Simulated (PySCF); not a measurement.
# [MoO3F]-: geometry, NMR shifts and electronic excitations

What NMR shifts and electronic excitations should [MoO3F]- (`[O]=[Mo-](=[O])(=[O])[F]`) show?

Computed with PySCF 2.14.0, with density-fitted response routines of our own, on a single molecule in the gas phase. Atoms are numbered from 0 throughout.

### 1 The molecule as given

5 atoms, charge -1, multiplicity 1; geometry from: GFN2-xTB.

Bonds of the start (Å): Mo0–O1 1.66, Mo0–O2 1.66, Mo0–O3 1.66, Mo0–F4 1.87.

### 2 Geometry optimisation at PBE0-D3(BJ)/def2-SVP

Job settings and geometry (Å):

```
{"job": {"xc": "PBE0", "basis": "def2-SVP", "d3": "d3bj", "grid": 1, "maxiter": 40, "kind": "geom"}, "charge": -1, "multiplicity": 1}
Mo     0.041450     0.070700     0.030300
O      0.012280    -0.015060     1.689110
O      1.589010     0.011560    -0.571660
O     -0.801750     1.382660    -0.542530
F     -0.840990    -1.449860    -0.605210
```

What it wrote:

```text
step   0  E = -393.36472890  max force = 0.069518
step   1  E = -393.37204328  max force = 0.037665
step   2  E = -393.37619798  max force = 0.005769
step   3  E = -393.37629185  max force = 0.000699
step   4  E = -393.37630803  max force = 0.000449
step   5  E = -393.37627869  max force = 0.001964
step   6  E = -393.37632230  max force = 0.001220
step   7  E = -393.37634830  max force = 0.000573
step   8  E = -393.37635144  max force = 0.000249
optimisation converged
```

Run time: 34 s. Hardware: 1 thread, shared host.

The steps of the relaxation:

```tsv
step	energy from step 0 (eV)	largest force component (eV/Å)
0	0.0000	3.5748
1	-0.1990	1.9368
2	-0.3121	0.2967
3	-0.3146	0.0359
4	-0.3151	0.0231
5	-0.3143	0.1010
6	-0.3155	0.0627
7	-0.3162	0.0295
8	-0.3163	0.0128
```

Distances of close pairs at the start and the end, largest changes first:

```tsv
bond	before (Å)	after (Å)	change (Å)
Mo0–O3	1.661	1.714	+0.052
Mo0–O2	1.662	1.714	+0.052
Mo0–O1	1.661	1.714	+0.052
Mo0–F4	1.869	1.898	+0.029
```

The final coordinates are the input of the step that follows.

```tsv
at the end point	value
point group (found at 0.08 Å tolerance)	C3v
rotational constants (GHz, main isotopes)	4.011, 3.466, 3.464
```

### 3 Shielding tensors: PBE0/def2-TZVP+pcSseg-1

Job settings and geometry (Å):

```
{"job": {"kind": "nmr", "xc": "PBE0", "basis": {"default": "pcSseg-1", "Mo": "def2-TZVP"}}, "charge": -1, "multiplicity": 1}
Mo     0.015996     0.037914     0.017838
O     -0.071313    -0.112768     1.722590
O      1.643825     0.266467    -0.467666
O     -0.938673     1.363143    -0.501549
F     -0.649835    -1.554756    -0.771204
```

With the program's defaults for keys left out, this is: GIAO PBE0/pcSseg-1 Mo:def2-TZVP NMR shielding, scalar relativity only through core potentials, gas phase.

What it wrote:

```text
coarse grid: 29016 points
cycle   1  E = -393.1498936994  dE = -6.308e+00  |g| = 1.681e+00  |ddm| = 3.859e+00
cycle   2  E = -389.5348942563  dE =  3.615e+00  |g| = 4.754e+00  |ddm| = 2.803e+00
cycle   3  E = -393.5477242819  dE = -4.013e+00  |g| = 6.715e-01  |ddm| = 2.351e+00
cycle   4  E = -393.6267635860  dE = -7.904e-02  |g| = 2.204e-01  |ddm| = 5.472e-01
cycle   5  E = -393.6328524814  dE = -6.089e-03  |g| = 1.031e-01  |ddm| = 1.243e-01
cycle   6  E = -393.6346338398  dE = -1.781e-03  |g| = 1.222e-02  |ddm| = 5.869e-02
cycle   7  E = -393.6346601834  dE = -2.634e-05  |g| = 2.852e-03  |ddm| = 6.249e-03
cycle   8  E = -393.6346609009  dE = -7.175e-07  |g| = 1.910e-03  |ddm| = 1.903e-03
final grid: 59632 points
cycle   9  E = -393.6345973058  dE =  5.741e-06  |g| = 5.830e-03  |ddm| = 3.895e-03
cycle  10  E = -393.6345401289  dE =  5.718e-05  |g| = 1.811e-02  |ddm| = 1.187e-02
cycle  11  E = -393.6346039004  dE = -6.377e-05  |g| = 1.948e-04  |ddm| = 8.990e-03
cycle  12  E = -393.6346039055  dE = -5.127e-09  |g| = 5.822e-05  |ddm| = 1.100e-04
cycle  13  E = -393.6346039060  dE = -4.316e-10  |g| = 2.836e-05  |ddm| = 3.591e-05
converged SCF energy = -393.6346039060

GIAO shielding tensors (ppm)
atom      isotropic    diamagn.    paramagn.     s11        s22        s33       span
  0 Mo         nan         nan         nan        nan        nan        nan        nan
  1 O     -503.971     403.930    -907.900   -977.451   -345.631   -188.830    788.621
  2 O     -504.131     403.933    -908.064   -978.852   -345.381   -188.160    790.692
  3 O     -504.214     403.931    -908.145   -979.510   -345.061   -188.072    791.438
  4 F      266.983     477.320    -210.337    255.153    272.376    273.420     18.267
```

Wall time 6.7 s (1 thread, shared host).

Shifts follow as δ = σ(reference) − σ, with reference shieldings (ppm) from runs at the same level and on the same kind of geometry: ¹⁹F CFCl3 177.2, ¹⁷O H2O 334.6. The references are single molecules in the gas phase, so shifts against H2O, NH3, PH3, H3PO4 or CFCl3 are not on the usual liquid scales and can be off by tens of ppm. Atoms listed in one row are averaged.

```tsv
atoms	environment	σ (ppm)	δ (ppm)
O1, O2, O3	oxygen bonded to Mo	-504.1	838.7
F4	fluorine bonded to Mo	267.0	-89.7
```

Atoms past Kr carry core potentials, so their printed shieldings have no meaning and are left out of the table.

Charges from the same density, by scheme (e):

```tsv
atoms	Mulliken	ESP fit
Mo0	1.39	1.47
O1, O2, O3	-0.62	-0.67
F4	-0.52	-0.46
```

Mayer bond orders: Mo0–O1 1.79, Mo0–O2 1.79, Mo0–O3 1.79, Mo0–F4 0.73.

With diffuse functions Mulliken charges and Mayer bond orders lose their meaning; the other schemes are steadier.

### 4 Ultraviolet spectrum: PBE0/def2-SVPD

Job settings and geometry (Å):

```
{"job": {"kind": "uv", "xc": "PBE0", "basis": "def2-SVPD", "ip": false, "nstates": 10}, "charge": -1, "multiplicity": 1}
Mo     0.015996     0.037914     0.017838
O     -0.071313    -0.112768     1.722590
O      1.643825     0.266467    -0.467666
O     -0.938673     1.363143    -0.501549
F     -0.649835    -1.554756    -0.771204
```

With the program's defaults for keys left out, this is: TDDFT PBE0/def2-SVPD, vertical, gas phase, core orbitals frozen in the response.

What it wrote:

```text
coarse grid: 29016 points
cycle   1  E = -392.8727658192  dE = -7.420e+00  |g| = 1.693e+00  |ddm| = 3.699e+00
cycle   2  E = -388.6007887754  dE =  4.272e+00  |g| = 4.853e+00  |ddm| = 4.669e+00
cycle   3  E = -393.3131539951  dE = -4.712e+00  |g| = 6.571e-01  |ddm| = 4.114e+00
cycle   4  E = -393.3998888180  dE = -8.673e-02  |g| = 2.222e-01  |ddm| = 7.877e-01
cycle   5  E = -393.4061137975  dE = -6.225e-03  |g| = 1.106e-01  |ddm| = 1.816e-01
cycle   6  E = -393.4084942782  dE = -2.380e-03  |g| = 1.122e-02  |ddm| = 1.010e-01
cycle   7  E = -393.4085176232  dE = -2.334e-05  |g| = 3.108e-03  |ddm| = 9.944e-03
cycle   8  E = -393.4085187723  dE = -1.149e-06  |g| = 1.831e-03  |ddm| = 3.068e-03
final grid: 59632 points
cycle   9  E = -393.4084240935  dE =  5.614e-06  |g| = 5.613e-03  |ddm| = 5.120e-03
cycle  10  E = -393.4083673509  dE =  5.674e-05  |g| = 1.764e-02  |ddm| = 1.577e-02
cycle  11  E = -393.4084304774  dE = -6.313e-05  |g| = 1.467e-04  |ddm| = 1.199e-02
cycle  12  E = -393.4084304810  dE = -3.592e-09  |g| = 4.168e-05  |ddm| = 1.291e-04
cycle  13  E = -393.4084304813  dE = -2.494e-10  |g| = 1.915e-05  |ddm| = 3.731e-05
converged SCF energy = -393.4084304813

Static polarisability (au): isotropic 53.109, principal 45.446 56.923 56.959

Singlet excitations
state   eV       nm        f      main configurations
  1   5.0928    243.4   0.00071   H->L 0.71, H-2->L 0.11, H-1->L+1 0.10
  2   5.0964    243.3   0.00073   H->L+1 0.70, H-1->L 0.11, H-2->L+1 0.11
  3   5.4262    228.5   0.00513   H-2->L 0.49, H-1->L+1 0.49
  4   5.4315    228.3   0.00000   H-1->L 0.49, H-2->L+1 0.48
  5   5.6098    221.0   0.00731   H-3->L 0.27, H->L+1 0.21, H-2->L+1 0.20
  6   5.6132    220.9   0.00755   H-3->L+1 0.27, H->L 0.20, H-1->L+1 0.20
  7   5.9872    207.1   0.00000   H->L+2 0.74, H->L+3 0.16, H->L+6 0.09
  8   6.0904    203.6   0.00266   H-3->L 0.45, H-2->L+2 0.25, H-2->L+3 0.09
  9   6.0969    203.4   0.00265   H-3->L+1 0.44, H-1->L+2 0.26, H-1->L+3 0.09
 10   6.4658    191.8   0.04806   H-1->L+2 0.55, H-3->L+1 0.18

Triplet excitations (Tamm-Dancoff, eV): 4.7437 4.7478 4.8624 4.8663
```

Wall time 12 s (1 thread, shared host).

The orbitals next to the gap, with their largest atomic shares:

```tsv
orbital	eV	atoms
HOMO−3	-4.23	O2 30 %, O3 30 %, O1 30 %
HOMO−2	-3.74	O3 37 %, O2 31 %, O1 25 %
HOMO−1	-3.74	O1 37 %, O2 31 %, O3 25 %
HOMO	-3.51	O2 33 %, O3 33 %, O1 32 %
LUMO	3.57	Mo0 58 %, O3 16 %, O2 13 %
LUMO+1	3.57	Mo0 58 %, O1 17 %, O2 11 %
LUMO+2	3.83	Mo0 76 %, F4 8 %, O3 5 %
```

With each of the 10 states as a Gaussian band of 0.4 eV half-width at 1/e, the curve within the window shown has maxima at 220 nm (ε 850), 192 nm (ε 2,000) L/(mol cm). Beyond the last state computed it falls off for lack of states. The curve at chosen wavelengths:

| nm | ε (L/mol/cm) |
| --- | --- |
| 183 | 1122 |
| 187 | 1712 |
| 190 | 1988 |
| 194 | 2007 |
| 198 | 1701 |
| 201 | 1395 |
| 205 | 1050 |
| 209 | 863 |
| 212 | 820 |
| 216 | 832 |
| 220 | 851 |
| 223 | 838 |
| 227 | 770 |
| 231 | 655 |
| 235 | 520 |
| 238 | 421 |
| 242 | 305 |
| 246 | 212 |
| 249 | 159 |
| 253 | 106 |
| 257 | 69 |
| 260 | 50 |
| 264 | 31 |
| 268 | 19 |
| 271 | 13 |
| 275 | 8 |

Ground-state properties from the same run:

```tsv
property	computed
polarisability (Å³)	7.87
HOMO–LUMO gap (eV)	7.08
−ε(HOMO) (eV)	3.51
```

### 5 Nuclear shieldings: B3LYP/def2-TZVP+pcSseg-1

Job settings and geometry (Å):

```
{"job": {"kind": "nmr", "xc": "B3LYP", "basis": {"default": "pcSseg-1", "Mo": "def2-TZVP"}, "pop": false}, "charge": -1, "multiplicity": 1}
Mo     0.015996     0.037914     0.017838
O     -0.071313    -0.112768     1.722590
O      1.643825     0.266467    -0.467666
O     -0.938673     1.363143    -0.501549
F     -0.649835    -1.554756    -0.771204
```

With the program's defaults for keys left out, this is: GIAO B3LYP/pcSseg-1 Mo:def2-TZVP NMR shielding, scalar relativity only through core potentials, gas phase.

What it wrote:

```text
coarse grid: 29016 points
cycle   1  E = -393.4487350467  dE = -6.174e+00  |g| = 1.822e+00  |ddm| = 3.837e+00
cycle   2  E = -388.6348350329  dE =  4.814e+00  |g| = 5.346e+00  |ddm| = 3.237e+00
cycle   3  E = -393.8941714369  dE = -5.259e+00  |g| = 7.839e-01  |ddm| = 2.763e+00
cycle   4  E = -393.9981830117  dE = -1.040e-01  |g| = 3.068e-01  |ddm| = 6.616e-01
cycle   5  E = -394.0102901573  dE = -1.211e-02  |g| = 1.372e-01  |ddm| = 1.670e-01
cycle   6  E = -394.0134654114  dE = -3.175e-03  |g| = 2.004e-02  |ddm| = 7.877e-02
cycle   7  E = -394.0135356992  dE = -7.029e-05  |g| = 5.198e-03  |ddm| = 9.657e-03
cycle   8  E = -394.0135392283  dE = -3.529e-06  |g| = 2.507e-03  |ddm| = 2.662e-03
final grid: 59632 points
cycle   9  E = -394.0134402731  dE =  1.180e-05  |g| = 8.304e-03  |ddm| = 5.289e-03
cycle  10  E = -394.0133008825  dE =  1.394e-04  |g| = 2.822e-02  |ddm| = 1.774e-02
cycle  11  E = -394.0134534106  dE = -1.525e-04  |g| = 4.855e-04  |ddm| = 1.375e-02
cycle  12  E = -394.0134534443  dE = -3.379e-08  |g| = 7.348e-05  |ddm| = 2.348e-04
cycle  13  E = -394.0134534451  dE = -7.972e-10  |g| = 2.639e-05  |ddm| = 4.945e-05
converged SCF energy = -394.0134534451

GIAO shielding tensors (ppm)
atom      isotropic    diamagn.    paramagn.     s11        s22        s33       span
  0 Mo         nan         nan         nan        nan        nan        nan        nan
  1 O     -507.097     405.174    -912.271   -976.653   -351.951   -192.687    783.966
  2 O     -507.273     405.178    -912.451   -978.085   -351.735   -191.999    786.086
  3 O     -507.379     405.175    -912.554   -978.772   -351.428   -191.936    786.837
  4 F      259.349     478.065    -218.717    246.084    265.448    266.514     20.430
```

Run time: 6.4 s. Hardware: 1 thread, shared host.

Key values: δ O1 841.3, F4 -87.4 ppm (means over like atoms).

### 6 Comparing the runs: NMR shifts

Shifts (ppm), means over like atoms, with basis size and wall time:

```tsv
run	O1	F4	functions	time
PBE0/def2-TZVP+pcSseg-1	838.7	-89.7	108	6.7 s
B3LYP/def2-TZVP+pcSseg-1	841.3	-87.4	108	6.4 s
```

### 7 Summary of results

```
                                                                         quantity                         value
                                                                      point group                           C3v
                                             rotational constants (main isotopes)          4.01, 3.47, 3.46 GHz
¹⁷O shifts against H2O (PBE0/def2-TZVP+pcSseg-1, means over atoms taken as alike)                     838.7 ppm
                               ¹⁹F shifts against CFCl3 (PBE0/def2-TZVP+pcSseg-1)                     -89.7 ppm
                                                  lowest singlet (PBE0/def2-SVPD)   5.09 eV (243 nm), f = 0.001
                                         brightest single state of those computed  state 10, 6.47 eV, f = 0.048
                                                                   lowest triplet                       4.74 eV
                                                         range of the shift of O1            838.7 to 841.3 ppm
```

Over 8 steps the energy fell by 0.316 eV; of the close pairs, Mo0–O3 changed most, 1.661 to 1.714 Å. No frequency check was run at this level, so the end point may be a saddle. At PBE0/def2-TZVP+pcSseg-1: Shielding is most anisotropic at O1, O2, O3 (span 790 ppm, paramagnetic term -908 ppm). The first singlet state (HOMO→LUMO 0.71, HOMO−2→LUMO 0.11) lies at 5.09 eV and is dark; of the 10 states computed, the strongest absorption comes from state 10 at 6.47 eV (the last computed, so partners may be missing). The lowest triplet lies 0.35 eV below the lowest singlet (triplets in Tamm-Dancoff, singlets in full TDDFT). The lowest singlet lies above −ε(HOMO); no detachment energy was computed, so the anion's states may not be bound. Across the 2 runs the shift of O1 (with its like atoms) moves most, between 838.7 (PBE0/def2-TZVP+pcSseg-1) and 841.3 ppm (B3LYP/def2-TZVP+pcSseg-1). Spin-orbit coupling is left out, which matters for shieldings and couplings at and beside the heavy atoms.
